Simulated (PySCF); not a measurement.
**C₂H₇B₂P: geometry, spin-spin couplings**

Aim: predict the spin-spin couplings of C₂H₇B₂P (`B[PH2+][BH2-]C#C`).

Computed with PySCF 2.14.0, with density-fitted response routines of our own, on a single molecule in the gas phase. Atoms count from 0, in the outputs and in this text.

## 1. Starting geometry

12 atoms, charge 0, multiplicity 1; geometry from: GFN2-xTB. The atoms were then displaced at random by about 0.01 Å, so the start is not that level's minimum.

Bonds of the start (Å): B0–P1 1.81, P1–B2 1.96, B2–C3 1.58, C3–C4 1.18, B0–H5 1.18, B0–H6 1.19, P1–H7 1.36, P1–H8 1.36, B2–H9 1.20, B2–H10 1.21, C4–H11 1.06.

## 2. Relaxing the molecule at PBE0-D3(BJ)/def2-SVP

What the job is given:

```
{"job": {"xc": "PBE0", "basis": "def2-SVP", "d3": "d3bj", "grid": 1, "shake": 0.01, "kind": "geom"}, "charge": 0, "multiplicity": 1}
B     -1.852480     0.698650     0.071360
P     -0.873440    -0.726000    -0.448410
B      0.787120    -0.883720     0.582410
C      1.644060     0.367070     0.143250
C      2.258430     1.309880    -0.206180
H     -2.676470     0.602280     0.906610
H     -1.613160     1.777330    -0.364870
H     -1.621090    -1.865910    -0.416650
H     -0.608210    -0.670320    -1.782210
H      1.276570    -1.917390     0.235960
H      0.470480    -0.866250     1.747800
H      2.847870     2.146110    -0.478100
```

Run with:

```bash
$ OMP_NUM_THREADS=1 python probes_run.py task.json out
```

One launch serves the whole session: the jobs run in the order shown.

**Question.** This job is followed by: B3LYP/6-31G* indirect spin-spin coupling, non-relativistic, gas phase. Predict these results of the whole session: point group; rotational constants (main isotopes); largest coupling of the table (B3LYP/6-31G*).

As calculated:

| quantity | value |
| --- | --- |
| point group | C1 |
| rotational constants (main isotopes) | 6.58, 2.32, 1.95 GHz |
| largest coupling of the table (B3LYP/6-31G*) | ¹J(P,H) P1–H7, 342.5 Hz |

In words: Relaxing lowered the energy by 0.321 eV in 6 steps; the close pair that moved most is B0–P1, from 1.805 to 1.899 Å. Of the pairs tabulated at B3LYP/6-31G*, P1–H7 (mean over like pairs) couples most strongly (342.5 Hz; Fermi contact 339.5 Hz). Couplings across rotatable bonds belong to this one conformer; where others are populated, the observed values are averages, and the simulated multiplets take (2 J gauche + J anti)/3 across rotating chain bonds. Couplings from bases without tight functions are rough.
